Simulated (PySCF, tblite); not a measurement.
# C8H10O2: geometry, infrared bands and NMR shifts

Aim: predict the infrared bands and NMR shifts of C8H10O2 (`C#C[C@@H]1CCOC(=O)[C@H]1C`).

Programs: tblite 0.8.0 and PySCF 2.14.0, with density-fitted response routines of our own. Each step states its level of theory. These are calculated values for one molecule in the gas phase, unless marked as measured. Atoms count from 0, in the outputs and in this text.

## (1) The starting structure

20 atoms, charge 0, multiplicity 1; geometry from: force field or distance geometry start.

Bonds of the start (Å): C0–C1 1.21, C1–C2 1.48, C2–C3 1.52, C3–C4 1.50, C4–O5 1.44, O5–C6 1.36, C6–O7 1.22, C6–C8 1.52, C8–C9 1.54, C8–C2 1.54, C0–H10 1.06, C2–H11 1.10, C3–H12 1.11, C3–H13 1.10, C4–H14 1.11, C4–H15 1.09, C8–H16 1.10, C9–H17 1.10, C9–H18 1.10, C9–H19 1.09.

## (2) Optimising the geometry with GFN2-xTB

What the job is given:

```
{"job": {"kind": "relax", "xc": "GFN2-xTB", "basis": "xTB"}, "charge": 0, "multiplicity": 1}
C      1.936200     2.081000     1.171800
C      1.181700     1.163500     0.968300
C      0.279300     0.016000     0.744700
C      1.085500    -1.232500     0.407200
C      0.967000    -1.594800    -1.046600
O     -0.416200    -1.806100    -1.389000
C     -1.324400    -0.886600    -0.972200
O     -2.519400    -1.072500    -1.118700
C     -0.729300     0.370100    -0.369400
C     -1.844600     1.295700     0.154800
H      2.580100     2.904200     1.347500
H     -0.273600    -0.174300     1.680700
H      0.663400    -2.070200     1.009300
H      2.143700    -1.148400     0.702400
H      1.385800    -0.814800    -1.708500
H      1.497300    -2.527100    -1.244100
H     -0.235300     0.905600    -1.192300
H     -2.543400     1.547900    -0.651100
H     -1.428400     2.235800     0.546500
H     -2.410700     0.818200     0.955800
```

Started as:

```sh
> OMP_NUM_THREADS=1 python probes_run.py task.json out
```

This one command runs all jobs of the session in turn.

**Question.** This job is followed by: GFN2-xTB harmonic vibrations, gas phase; GIAO PBE0/pcSseg-1 NMR shielding, non-relativistic, gas phase. Predict these results of the whole session: strongest single infrared mode (GFN2-xTB); zero-point energy (GFN2-xTB); ¹³C shifts against TMS (PBE0/pcSseg-1); ¹H shifts against TMS (PBE0/pcSseg-1, means over atoms taken as alike); ¹⁷O shifts against H2O (PBE0/pcSseg-1).

The runs gave:

| quantity | value |
| --- | --- |
| strongest single infrared mode (GFN2-xTB) | 1783 cm⁻¹, 529 km/mol |
| zero-point energy (GFN2-xTB) | 100.9 kcal/mol |
| ¹³C shifts against TMS (PBE0/pcSseg-1) | 177.6, 93.3, 76.6, 65.6, 42.5, 35.1, 31.4, 17.8 ppm |
| ¹H shifts against TMS (PBE0/pcSseg-1, means over atoms taken as alike) | 4.41, 4.34, 2.37, 2.34, 2.13, 1.86, 1.68, 1.40 ppm |
| ¹⁷O shifts against H2O (PBE0/pcSseg-1) | 456.2, 223.3 ppm |

What this shows: The optimisation took 40 steps and gained 0.116 eV; among the close pairs (by a distance rule), C1–C2 changed most, from 1.477 to 1.452 Å. All 54 modes are real, so the xTB geometry is a minimum. The strongest single mode, at 1783 cm⁻¹, moves mainly C6 and O7. Unscaled tight-binding wavenumbers are off by several per cent, some by more. Its intensities can rank the bands wrongly. The most deshielded carbon is C6 (ester carbonyl carbon), at 177.6 ppm: it is a carbonyl in resonance with an O or N lone pair, the region of acids, esters and amides. At PBE0/pcSseg-1: Shielding is most anisotropic at O7 (span 740 ppm, paramagnetic term -519 ppm).
